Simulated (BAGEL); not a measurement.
# A workflow on B2NH2OF (SMILES OB1NB1F)

Wanted: the energy (HF/def2-SVP), then a single-point energy (NEVPT2(2,2)/def2-SVP), then the energy (CASPT2(2,2)/def2-SVP) of B2NH2OF. 

Program for the calculation: BAGEL 1.2.2.

1 further run of the same task is left out (set aside as unsound or not needed).

**1. The structure to begin with**

B2NH2OF has 7 atoms, charge 0, and is taken as a singlet. As SMILES, `OB1NB1F`. One bond was lengthened or shortened from a relaxed shape.

Bond lengths: O1–B2 1.347 Å, B2–N3 1.423 Å, B2–B4 1.598 Å, N3–B4 1.403 Å, B4–F5 1.317 Å, O1–H6 0.959 Å, N3–H7 0.860 Å. Angles: O1–B2–N3 134.0°, O1–B2–B4 171.0°, N3–B2–B4 55.0°, B2–N3–B4 68.8°, B2–B4–N3 56.2°, B2–B4–F5 168.4°, N3–B4–F5 135.4°, B2–O1–H6 112.9°, B2–N3–H7 144.6°, B4–N3–H7 146.6°.

**2. A single-point energy at HF/def2-SVP (density fitting with svp-jkfit) (run 1)**

input.json reads:

```json
{ "bagel" : [

{
  "title" : "molecule",
  "basis" : "svp",
  "df_basis" : "svp-jkfit",
  "angstrom" : "false",
  "geometry" : [
    { "atom" : "O", "xyz" : [ -2.28646468,  0.08326133,  2.53366353 ] },
    { "atom" : "B", "xyz" : [ -0.59005753,  0.03375051,  0.63656747 ] },
    { "atom" : "N", "xyz" : [  1.32083352, -1.70177396, -0.11743325 ] },
    { "atom" : "B", "xyz" : [  1.23541790,  0.39185361, -1.74127491 ] },
    { "atom" : "F", "xyz" : [  2.48830632,  1.11826433, -3.76554953 ] },
    { "atom" : "H", "xyz" : [ -3.33091630,  1.56442867,  2.50588456 ] },
    { "atom" : "H", "xyz" : [  2.03561298, -3.11880400,  0.23224734 ] }
  ]
},
{
  "title" : "hf"
},
{
  "title" : "print",
  "file" : "orbitals.molden",
  "orbitals" : "true"
}

]}
```

Run with:

```console
$ BAGEL_NUM_THREADS=1 BAGEL input.json > input.out
```

Output:

```text
* using 1 threads per process

  ===============================================================
  ===============================================================

  *** Geometry ***

  { "atom" : "O", "xyz" : [     -2.286465,      0.083261,      2.533664 ] },
  { "atom" : "B", "xyz" : [     -0.590058,      0.033751,      0.636567 ] },
  { "atom" : "N", "xyz" : [      1.320834,     -1.701774,     -0.117433 ] },
  { "atom" : "B", "xyz" : [      1.235418,      0.391854,     -1.741275 ] },
  { "atom" : "F", "xyz" : [      2.488306,      1.118264,     -3.765550 ] },
  { "atom" : "H", "xyz" : [     -3.330916,      1.564429,      2.505885 ] },
  { "atom" : "H", "xyz" : [      2.035613,     -3.118804,      0.232247 ] },

  Number of auxiliary basis functions:      417

  Since a DF basis is specified, we compute 2- and 3-index integrals:
    o Being stored without compression. Storage requirement is 0.021 GB

  Number of basis functions:       80
  Number of electrons      :       36

    * METHOD: MOLECULE                             0.14

  *** RHF ***

  === Nuclear Repulsion ===
   136.1288841497

      * DIIS with orbital gradients will be used.

  === RHF iteration (svp) ===
      0       -278.86771158          0.02470919           0.04
      1       -279.07535411          0.01546826           0.04
      2       -279.16072981          0.00190362           0.04
      3       -279.16295171          0.00051759           0.04
      4       -279.16312019          0.00014941           0.04
      5       -279.16313366          0.00005677           0.04
      6       -279.16313553          0.00001771           0.04
      7       -279.16313578          0.00000330           0.04
      8       -279.16313579          0.00000168           0.04
      9       -279.16313579          0.00000067           0.04
     10       -279.16313579          0.00000015           0.04
     11       -279.16313580          0.00000007           0.04
     12       -279.16313580          0.00000003           0.04
     13       -279.16313580          0.00000001           0.04
    * SCF iteration converged.

    * Permanent dipole moment:
           (    0.268886,     0.069770,    -0.362542) a.u.

    * METHOD: HF                                   0.70

    * METHOD: PRINT                                0.01

  ===============================================================
```

Wall time 0.99 s (1 thread of Arm Neoverse V2, shared host); peak memory 0.15 GiB.

**3. The energy at NEVPT2(2,2)/def2-SVP (density fitting with svp-jkfit) (run 2)**

calc.json reads:

```json
{ "bagel": [

{
  "title": "molecule",
  "basis": "svp",
  "df_basis": "svp-jkfit",
  "geometry": [
    { "atom": "O", "xyz": [    -2.28646468,     0.08326133,     2.53366353 ] },
    { "atom": "B", "xyz": [    -0.59005753,     0.03375051,     0.63656747 ] },
    { "atom": "N", "xyz": [     1.32083352,    -1.70177396,    -0.11743325 ] },
    { "atom": "B", "xyz": [     1.23541790,     0.39185361,    -1.74127491 ] },
    { "atom": "F", "xyz": [     2.48830632,     1.11826433,    -3.76554953 ] },
    { "atom": "H", "xyz": [    -3.33091630,     1.56442867,     2.50588456 ] },
    { "atom": "H", "xyz": [     2.03561298,    -3.11880400,     0.23224734 ] }
  ]
},

{
  "title": "hf"
},

{
  "title": "nevpt2",
  "nstate": 1,
  "nact": 2,
  "nclosed": 17,
  "nspin": 0,
  "active": [9, 21],
  "maxiter": 200,
  "natocc": "true",
  "ncore": 5
},

{
  "title": "print",
  "file": "orbitals.molden",
  "orbitals": "true"
}

]}
```

Run with:

```console
$ BAGEL_NUM_THREADS=1 BAGEL calc.json > calc.out
```

Output:

```text
* using 1 threads per process

  ===============================================================
  ===============================================================

  *** Geometry ***

  { "atom" : "O", "xyz" : [     -2.286465,      0.083261,      2.533664 ] },
  { "atom" : "B", "xyz" : [     -0.590058,      0.033751,      0.636567 ] },
  { "atom" : "N", "xyz" : [      1.320834,     -1.701774,     -0.117433 ] },
  { "atom" : "B", "xyz" : [      1.235418,      0.391854,     -1.741275 ] },
  { "atom" : "F", "xyz" : [      2.488306,      1.118264,     -3.765550 ] },
  { "atom" : "H", "xyz" : [     -3.330916,      1.564429,      2.505885 ] },
  { "atom" : "H", "xyz" : [      2.035613,     -3.118804,      0.232247 ] },

  Number of auxiliary basis functions:      417

  Since a DF basis is specified, we compute 2- and 3-index integrals:
    o Being stored without compression. Storage requirement is 0.021 GB

  Number of basis functions:       80
  Number of electrons      :       36

    * METHOD: MOLECULE                             0.15

  *** RHF ***

  === Nuclear Repulsion ===
   136.1288841497

      * DIIS with orbital gradients will be used.

  === RHF iteration (svp) ===
      0       -278.86771158          0.02470919           0.04
      1       -279.07535411          0.01546826           0.04
      2       -279.16072981          0.00190362           0.04
      3       -279.16295171          0.00051759           0.04
      4       -279.16312019          0.00014941           0.04
      5       -279.16313366          0.00005677           0.04
      6       -279.16313553          0.00001771           0.04
      7       -279.16313578          0.00000330           0.04
      8       -279.16313579          0.00000168           0.04
      9       -279.16313579          0.00000067           0.04
     10       -279.16313579          0.00000015           0.04
     11       -279.16313580          0.00000007           0.04
     12       -279.16313580          0.00000003           0.04
     13       -279.16313580          0.00000001           0.04
    * SCF iteration converged.

    * Permanent dipole moment:
           (    0.268886,     0.069770,    -0.362542) a.u.

    * METHOD: HF                                   0.69

    * freezing 5 orbitals
  ---------------------------
      CASSCF calculation
  ---------------------------

    ==== Active orbitals : =====
         Orbital 9
         Orbital 21
    ============================

    * nstate   :      1
    * nclosed  :     17
    * nact     :      2
    * nvirt    :     61
  === CASSCF iteration (svp) ===

    * Using the second-order algorithm

      0  0      -279.16319095     2.45e-05      0.02

      1  0      -279.16405582     2.43e-04      0.17

      2  0      -279.17410239     7.31e-04      0.20

      3  0      -279.17570860     2.04e-04      0.29

      4  0      -279.17574238     2.18e-05      0.28

      5  0      -279.17574278     6.75e-06      0.27

      6  0      -279.17574279     1.94e-06      0.27

      7  0      -279.17574279     5.32e-07      0.28

      8  0      -279.17574279     1.43e-07      0.26

      9  0      -279.17574279     3.79e-08      0.21

     10  0      -279.17574279     1.00e-08      0.22

     11  0      -279.17574279     2.63e-09      0.20

    * Second-order optimization converged. *

     guess   0:   closed 1.                   open ..

  === FCI iteration ===

      0  0      -279.16304066     9.38e-02      0.00
      1  0      -279.17573871     1.25e-03      0.00
      2  0 *    -279.17574279     9.01e-16      0.00

     * ci vector, state   0, <S^2> = 0.0000
       2.     0.9977142039
       .2    -0.0675749022

  === DF-NEVPT2 calculation ===

    * 3-index integral transformation done
    * assembly done

      NEVPT2 correlation energy:   -0.6677936202      0.15

          (+0)     -0.6020212254
          (+0)'    -0.0225385506
          (+1)     -0.0035593994
          (+1)'    -0.0000000000
          (+2)     -0.0001654291
          (-1)     -0.0300868651
          (-1)'     0.0000000000
          (-2)     -0.0094221506

      NEVPT2 total energy:       -279.8435364127

    * METHOD: NEVPT2                               3.00

    * METHOD: PRINT                                0.01

  ===============================================================
```

Run time: 4.2 s. Hardware: 1 thread of Arm Neoverse V2, shared host; peak memory 0.15 GiB.

**4. The energy at CASPT2(2,2)/def2-SVP (density fitting with svp-jkfit) (run 3)**

calc.json reads:

```json
{ "bagel" : [

{
  "title" : "molecule",
  "basis" : "svp",
  "df_basis" : "svp-jkfit",
  "angstrom" : "false",
  "geometry" : [
    { "atom" : "O", "xyz" : [    -2.28646468,     0.08326133,     2.53366353 ] },
    { "atom" : "B", "xyz" : [    -0.59005753,     0.03375051,     0.63656747 ] },
    { "atom" : "N", "xyz" : [     1.32083352,    -1.70177396,    -0.11743325 ] },
    { "atom" : "B", "xyz" : [     1.23541790,     0.39185361,    -1.74127491 ] },
    { "atom" : "F", "xyz" : [     2.48830632,     1.11826433,    -3.76554953 ] },
    { "atom" : "H", "xyz" : [    -3.33091630,     1.56442867,     2.50588456 ] },
    { "atom" : "H", "xyz" : [     2.03561298,    -3.11880400,     0.23224734 ] }
  ]
},

{
  "title" : "hf"
},

{
  "title" : "casscf",
  "nstate" : 1,
  "nact" : 2,
  "nclosed" : 17,
  "nspin" : 0,
  "active" : [9, 21],
  "maxiter" : 200,
  "natocc" : "true"
},

{
  "title" : "print",
  "file" : "orbitals.molden",
  "orbitals" : "true"
},

{
  "title" : "smith",
  "method" : "caspt2",
  "ms" : "true",
  "xms" : "true",
  "sssr" : "true",
  "shift" : 0.2,
  "shift_imag" : "true",
  "ncore" : 5
}

]}
```

Run with:

```console
$ BAGEL_NUM_THREADS=1 BAGEL calc.json > calc.out
```

Output:

```text
* using 1 threads per process

  ===============================================================
  ===============================================================

  *** Geometry ***

  { "atom" : "O", "xyz" : [     -2.286465,      0.083261,      2.533664 ] },
  { "atom" : "B", "xyz" : [     -0.590058,      0.033751,      0.636567 ] },
  { "atom" : "N", "xyz" : [      1.320834,     -1.701774,     -0.117433 ] },
  { "atom" : "B", "xyz" : [      1.235418,      0.391854,     -1.741275 ] },
  { "atom" : "F", "xyz" : [      2.488306,      1.118264,     -3.765550 ] },
  { "atom" : "H", "xyz" : [     -3.330916,      1.564429,      2.505885 ] },
  { "atom" : "H", "xyz" : [      2.035613,     -3.118804,      0.232247 ] },

  Number of auxiliary basis functions:      417

  Since a DF basis is specified, we compute 2- and 3-index integrals:
    o Being stored without compression. Storage requirement is 0.021 GB

  Number of basis functions:       80
  Number of electrons      :       36

    * METHOD: MOLECULE                             0.14

  *** RHF ***

  === Nuclear Repulsion ===
   136.1288841497

      * DIIS with orbital gradients will be used.

  === RHF iteration (svp) ===
      0       -278.86771158          0.02470919           0.04
      1       -279.07535411          0.01546826           0.04
      2       -279.16072981          0.00190362           0.04
      3       -279.16295171          0.00051759           0.04
      4       -279.16312019          0.00014941           0.04
      5       -279.16313366          0.00005677           0.04
      6       -279.16313553          0.00001771           0.04
      7       -279.16313578          0.00000330           0.04
      8       -279.16313579          0.00000168           0.03
      9       -279.16313579          0.00000067           0.03
     10       -279.16313579          0.00000015           0.04
     11       -279.16313580          0.00000007           0.04
     12       -279.16313580          0.00000003           0.04
     13       -279.16313580          0.00000001           0.04
    * SCF iteration converged.

    * Permanent dipole moment:
           (    0.268886,     0.069770,    -0.362542) a.u.

    * METHOD: HF                                   0.67

  ---------------------------
      CASSCF calculation
  ---------------------------

    ==== Active orbitals : =====
         Orbital 9
         Orbital 21
    ============================

    * nstate   :      1
    * nclosed  :     17
    * nact     :      2
    * nvirt    :     61
  === CASSCF iteration (svp) ===

    * Using the second-order algorithm

      0  0      -279.16319095     2.45e-05      0.01

      1  0      -279.16405582     2.43e-04      0.16

      2  0      -279.17410239     7.31e-04      0.19

      3  0      -279.17570860     2.04e-04      0.28

      4  0      -279.17574238     2.18e-05      0.27

      5  0      -279.17574278     6.75e-06      0.26

      6  0      -279.17574279     1.94e-06      0.26

      7  0      -279.17574279     5.32e-07      0.28

      8  0      -279.17574279     1.43e-07      0.27

      9  0      -279.17574279     3.79e-08      0.24

     10  0      -279.17574279     1.00e-08      0.22

     11  0      -279.17574279     2.63e-09      0.20

    * Second-order optimization converged. *

     guess   0:   closed 1.                   open ..

  === FCI iteration ===

      0  0      -279.16304066     9.38e-02      0.00
      1  0      -279.17573871     1.25e-03      0.00
      2  0 *    -279.17574279     9.01e-16      0.00

     * ci vector, state   0, <S^2> = 0.0000
       2.     0.9977142039
       .2    -0.0675749022

    * METHOD: CASSCF                               2.72

    * METHOD: PRINT                                0.01

  === SMITH program ===

    * freezing 5 orbitals

    * Approximate memory requirement for SMITH calulation per MPI process:
      o Storage requirement for T-amplitude, lambda, and residual is 0.02 GB
      o Storage requirement for MO integrals is 0.01 GB
    * Calculating and saving rdm4f

    * Zeroth order energy : state  0       -1.7542632498

    * CASPT2 iteration is performed using orthogonal basis

      -------------------------------------------  CASPT2 iteration  ---------------------------------------------------
       #      aibj      arbs      arbi      airj      risj      airs      arst      rist         Etot      error   time
      ------------------------------------------------------------------------------------------------------------------

       0  -0.60142  -0.01110  -0.03085  -0.00411  -0.00023  -0.01925  -0.00000   0.00000   -0.6669662  0.0024094   0.08
       1  -0.60194  -0.01119  -0.03107  -0.00432  -0.00026  -0.02005  -0.00000  -0.00000   -0.6688299  0.0004741   0.07
       2  -0.60201  -0.01120  -0.03103  -0.00433  -0.00027  -0.02009  -0.00000  -0.00000   -0.6689264  0.0000998   0.08
       3  -0.60200  -0.01119  -0.03104  -0.00433  -0.00027  -0.02010  -0.00000  -0.00000   -0.6689300  0.0000259   0.08
       4  -0.60200  -0.01119  -0.03104  -0.00433  -0.00027  -0.02010  -0.00000  -0.00000   -0.6689303  0.0000080   0.08
       5  -0.60200  -0.01119  -0.03104  -0.00433  -0.00027  -0.02009  -0.00000  -0.00000   -0.6689303  0.0000020   0.08
       6  -0.60200  -0.01119  -0.03104  -0.00433  -0.00027  -0.02009  -0.00000  -0.00000   -0.6689303  0.0000006   0.08

      ------------------------------------------------------------------------------------------------------------------

    * CASPT2 energy : state  0     -279.8471515527
        w/o shift correction       -279.8446730848
        reference weight              0.8442558023

    * METHOD: SMITH                                0.74

  ===============================================================
```

Run time: 4.5 s. Hardware: 1 thread of Arm Neoverse V2, shared host; peak memory 0.2 GiB.

**5. What came out**

| quantity | value |
| --- | --- |
| run 1, HF/def2-SVP: total energy | -279.16314 Eh |
| run 1, HF/def2-SVP: dipole moment | 1.16 D |
| run 1, HF/def2-SVP: HOMO energy | -10.54 eV |
| run 1, HF/def2-SVP: LUMO energy | 4.16 eV |
| run 1, HF/def2-SVP: HOMO–LUMO gap | 14.70 eV |
| run 2, NEVPT2(2,2)/def2-SVP: total energy | -279.84354 Eh |
| run 3, CASPT2(2,2)/def2-SVP: total energy | -279.84715 Eh |
